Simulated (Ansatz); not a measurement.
# GeH4O: the cost of one run

Program: Ansatz 0.2.0, Gaussian basis. Level of theory: PBE0-D4/def2-TZVP structures, single points in def2-TZVPP, no counterpoise correction. These are calculated values, not measurements.

Levels: SPW92, PBE-D4, BLYP-D4, r2SCAN-D4, B97M-V, PBE0-D4, B3LYP-D4, r2SCAN0-D4, BHLYP-D4, CAM-B3LYP-D4, wB97X-V, wB97M-V, B2PLYP, PBE-QIDH, RPA on PBE, Hartree-Fock, MP2, CCSD, CCSD(T).

Cores are frozen in the correlated methods. Filled d shells of the heavier atoms are correlated. B3LYP uses VWN-RPA correlation. B2PLYP carries no dispersion term here.

94 further runs of the same task are left out: 94 set aside as unsound or not needed.

### 1 The starting structure

The complex: 10 atoms, charge 0, spin multiplicity 1.

Atoms are counted from 1 here; the program's logs count them from 0.

Bond lengths: Ge1–O2 1.803 Å, Ge1–H3 1.542 Å, Ge1–H4 1.525 Å, Ge1–H5 1.536 Å, O2–H9 0.959 Å, H6–O7 0.979 Å, O7–O8 1.427 Å, O8–H10 0.964 Å. Angles: O2–Ge1–H3 106.8°, O2–Ge1–H4 104.8°, O2–Ge1–H5 109.5°, H3–Ge1–H4 112.2°, H3–Ge1–H5 109.9°, H4–Ge1–H5 113.3°, Ge1–O2–H9 113.0°, H6–O7–O8 99.9°, O7–O8–H10 101.3°.

Coordinates:

```xyz
10

Ge   -0.2904   -0.8426   -1.1226
O     1.1696   -0.4933   -0.1249
H     0.1529   -1.8094   -2.2385
H    -1.2767   -1.4917   -0.1576
H    -0.8140    0.4630   -1.7395
H     0.7550    0.3813    1.3894
O     0.2406    0.8581    2.0720
O    -0.9586    1.1144    1.3414
H     1.9342   -0.2511   -0.6508
H    -0.9128    2.0713    1.2314
```

Its parts: GeH4O holds atoms 1, 2, 3, 4, 5, 9; H2O2 holds atoms 6, 7, 8, 10. Each part counts its atoms afresh in its own runs.

### 2 Relaxing GeH4O alone

Contents of relax-a/in.yaml:

```yaml
crystal:
  periodic: [false, false, false]
  atoms:
    - {symbol: Ge, position_ang: [-0.290409, -0.842564, -1.122641]}
    - {symbol: O, position_ang: [1.169634, -0.493304, -0.124865]}
    - {symbol: H, position_ang: [0.152886, -1.809412, -2.238509]}
    - {symbol: H, position_ang: [-1.276741, -1.491653, -0.157555]}
    - {symbol: H, position_ang: [-0.814027, 0.462981, -1.739550]}
    - {symbol: H, position_ang: [1.934196, -0.251057, -0.650835]}
basis:
  gaussian: {orbitals: def2-TZVP}
hamiltonian: {xc: pbe0, dispersion: d4}
relax: {f_tol: 0.005, max_steps: 200}
```

Command:

```console
ansatz run in.yaml --threads 4 --pin off --events-out ev --progress --plain --max-ram 9574MiB
```

**Question.** How long does this run take on 4 threads of Arm Neoverse V2, shared host?

About 6 s.
